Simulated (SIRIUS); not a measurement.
**TiB2 in SIRIUS: convergence with lmax of the potential**

The system is TiB2.

```
CELL_PARAMETERS angstrom
3.02920 0.00000 0.00000
-1.51460 2.62336 0.00000
0.00000 0.00000 3.22840
ATOMIC_POSITIONS crystal
Ti 0.00000 0.00000 0.00000
B 0.66667 0.33333 0.50000
B 0.33333 0.66667 0.50000
```

```yaml
Program: SIRIUS 7.12.0
Task: convergence study
Functional: LDA
Potentials_or_basis: all-electron FP-LAPW
Cutoff: 219 eV
Basis: apw+lo standard
k_mesh: 10 × 10 × 8
Occupations: fermi-dirac, width 0.05 eV
Spin: no spin polarisation
```

These are the settings of the first run; the series varies lmax of the potential, with any setting tied to it.

Hardware: 1 thread of Arm Neoverse V2, on a shared host.

| lmax of the potential | energy less the tightest run, at zero smearing (meV/atom) | SCF cycles | CPU time (s) | peak memory (GiB) |
| --- | --- | --- | --- | --- |
| 2 | 33.06 | 6 | 40 | 0.35 |
| 3 | 7.08 | 6 | 41 | 0.37 |
| 4 | 1.13 | 6 | 42 | 0.39 |
| 6 | 0.03 | 6 | 46 | 0.44 |
| 8 | 0.00 | 6 | 51 | 0.51 |
| 10 | 0.00 | 6 | 57 | 0.6 |

Against the tightest run, the energy stays within 1 meV/atom from 6 on. The tightest run that finished is the yardstick and may itself not be fully converged.
